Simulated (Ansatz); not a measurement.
# AlBrClFH2: the cost of one run

Program: Ansatz 0.2.0. Level of theory: RHF/def2-SVP. These are calculated values, not measurements.

**1. The starting structure**

Bond lengths: Al1–F2 2.040 Å, Al1–H3 1.560 Å, Al1–Cl4 2.230 Å, Al1–Br5 2.710 Å, Br5–H6 1.786 Å. Angles: F2–Al1–H3 120.0°, F2–Al1–Cl4 120.0°, F2–Al1–Br5 71.6°, H3–Al1–Cl4 120.0°, H3–Al1–Br5 105.6°, Cl4–Al1–Br5 92.7°, Al1–Br5–H6 57.6°.

As a file:

```xyz
6

Al    0.0000    0.0000    0.0000
F     0.0000    0.0000    2.0400
H     1.3510    0.0000   -0.7800
Cl   -1.9312    0.0000   -1.1150
Br   -0.3471   -2.5482    0.8545
H    -0.1605   -1.1783    1.9844
```

**2. Pulling towards end A**

Springs on the bonds that form and break draw the guess towards this end; the thresholds are loose.

The input, input.yaml:

```yaml
crystal:
  periodic: [false, false, false]
  atoms:
    - { symbol: Al, position_ang: [0.0, 0.0, 0.0] }
    - { symbol: F, position_ang: [0.0, 0.0, 2.04] }
    - { symbol: H, position_ang: [1.351, 0.0, -0.78] }
    - { symbol: Cl, position_ang: [-1.9312, 0.0, -1.115] }
    - { symbol: Br, position_ang: [-0.3471, -2.5482, 0.8545] }
    - { symbol: H, position_ang: [-0.1605, -1.1783, 1.9844] }
basis:
  gaussian: { orbitals: def2-SVP }
hamiltonian:
  xc: hf
relax:
  f_tol: 0.15
  max_steps: 25
  restrain:
    - { distance: [0, 4], at: 3.61, k: 30.0 }
    - { distance: [5, 1], at: 2.12, k: 30.0 }
    - { distance: [0, 1], at: 1.69, k: 30.0 }
    - { distance: [5, 4], at: 1.55, k: 30.0 }
```

The run is started by

```console
$ ansatz run input.yaml --threads 1 --pin off --max-ram 2048MiB --backend cpu --events-out ev --progress --plain --runs-dir out
```

**Question.** How long does this run take on 1 thread of Intel Xeon 6975P-C (Granite Rapids), shared host, and how much memory does it need?

About 14 s, with a peak of 0.2 GiB.
